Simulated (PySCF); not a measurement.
**A diatomic session: KGa+**

One job finds the state of KGa+, follows it along the bond with each method and fits the curves.

Method: K def2-SVP, Ga def2-SVP, no relativity; program: PySCF 2.14.0.

## 1. Set-up

The job is set up so:

```yaml
atoms: K, Ga
charge: 1
basis: K def2-SVP, Ga def2-SVP
Hamiltonian: no relativity
basis_functions: 56
electrons_treated: 49
masses_in_u: 38.9637, 68.9256
levels: PBE0, PBE, r²SCAN, M06, MN15, BHandHLYP, ωB97X, HF, MP2, SCS-MP2, CCSD, CCSD(T)
grid: 80 radial by 434 angular points
occupations: held fixed by the projection of orbital angular momentum
dissociation_limit: K+ + Ga, each in its ground configuration
starting_distance_in_angstrom: 3.250
values_of_2S_to_try: 1, 3
```

Started as:

```
$ OMP_NUM_THREADS=1 python dia.py task.json out
```

Further steps of the session: PBE0 along the bond; Excited determinants; PBE (GGA); r²SCAN (meta-GGA); M06 (hybrid meta-GGA); MN15 (hybrid meta-GGA); BHandHLYP (global hybrid GGA); ωB97X (range-separated hybrid); UHF (mean field); Correlated methods on the Hartree–Fock reference.

**Question.** What will these runs give? Wanted: for each run, Re; ωe; De; μ.

**Answer**, as computed:

Lowest PBE0 solution found, without spin–orbit coupling: ²Σ⁺ (doublet), unpaired electrons σ ↑. State 2 has its PBE0 minimum 0.55 eV higher. State 3 has its PBE0 minimum 4.72 eV higher. The other levels ran on the lowest alone.

```
      level  Re (Å)  ωe (cm⁻¹)  De (eV)  μ (D)
        UHF   4.082       69.4    0.465  -9.58
    UHF-MP2   3.993       72.5    0.491    n/a
UHF-SCS-MP2   4.011       71.8    0.482    n/a
   UHF-CCSD   4.001       72.7    0.485    n/a
UHF-CCSD(T)   3.998       72.8    0.486    n/a
        PBE   3.997       66.9     0.61  -8.16
     r²SCAN   3.996       69.5     0.53  -8.96
       PBE0   3.958       70.3     0.56  -8.58
        M06   3.966       62.5     0.51  -8.72
       MN15   3.908       74.0     0.50  -8.98
  BHandHLYP   3.944       71.9     0.54  -8.75
      ωB97X   3.833       77.9    0.496  -8.99
```

De is counted to K+ + Ga in their ground configurations. A positive dipole points from K to Ga; in an ion it is taken about the centre of mass and does not tell which atom is negative.

What this shows: Bond lengths run from 3.833 Å (ωB97X) to 4.082 Å (UHF). CCSD(T) can't serve as the judge here: for a weak bond in this basis it is far from its limit. Among the levels with a De in the table, it runs from 0.465 eV (UHF) to 0.61 eV (PBE).

Correlated steps freeze 14 core orbitals.
